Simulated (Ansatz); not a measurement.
## BBrH₄Si, SMILES B[SiH2]Br: an active-space calculation

Run with Ansatz 0.2.0 through its Python package.

The script reads `bbrh4si.xyz`:
```text
7

B    -0.92460    0.09030   -0.67550
Si    0.61960    0.07180    0.41180
Br    0.97950   -2.04980    1.04300
H    -1.49560   -0.84700   -0.92120
H    -1.34570    1.15820   -1.14420
H     0.43090    0.93590    1.59900
H     1.79710    0.57260   -0.35850
```

`cas_bbrh4si.py`
```python
import ansatz as az

mol = az.Crystal.molecule_from_extxyz("bbrh4si.xyz")

calculation = mol.calculation().basis(gaussian="def2-SVP").correlation(active_electrons=4, active_orbitals=5)
for method in ["sc_nevpt2"]:
    summary = (calculation if method is None else calculation.correlation(method)).run().report
    space = summary["configurations"]
    state = space["states"][0]
    print(method or "casscf", f"total {summary['free_energy_ev'] / 27.211386246:.6f} Ha, active-space state {state['energy']['hartree']:.6f} Ha, mean field {summary['reference_energy_ev'] / 27.211386246:.6f} Ha")
    print("  determinants", state["n_determinants"], " natural occupations", [round(n, 3) for n in space["natural_occupations"]])
print("effectively unpaired electrons, sum of min(n, 2 - n):", round(sum(min(n, 2 - n) for n in space["natural_occupations"]), 3))
```

```console
$ python cas_bbrh4si.py
sc_nevpt2 total -2888.340903 Ha, active-space state -2887.967075 Ha, mean field -2887.933600 Ha
  determinants 100  natural occupations [1.981, 1.974, 0.022, 0.016, 0.007]
effectively unpaired electrons, sum of min(n, 2 - n): 0.091
```

Caveats:
- Total energies depend on the basis set; only differences at equal settings carry meaning.
- The geometry is a force-field or estimated start, not a minimum of this method, and the basis set is short of its limit. The active space starts as a window about the frontier orbitals and is then optimised, not chosen by chemistry.
- Timing: 16 s on 1 thread of Intel(R) Xeon(R) Platinum 8375C CPU @ 2.90GHz (Ice Lake) (shared host), peak memory 0.28 GiB.

(Lines on the test bed's own set-up are left out of the output.)
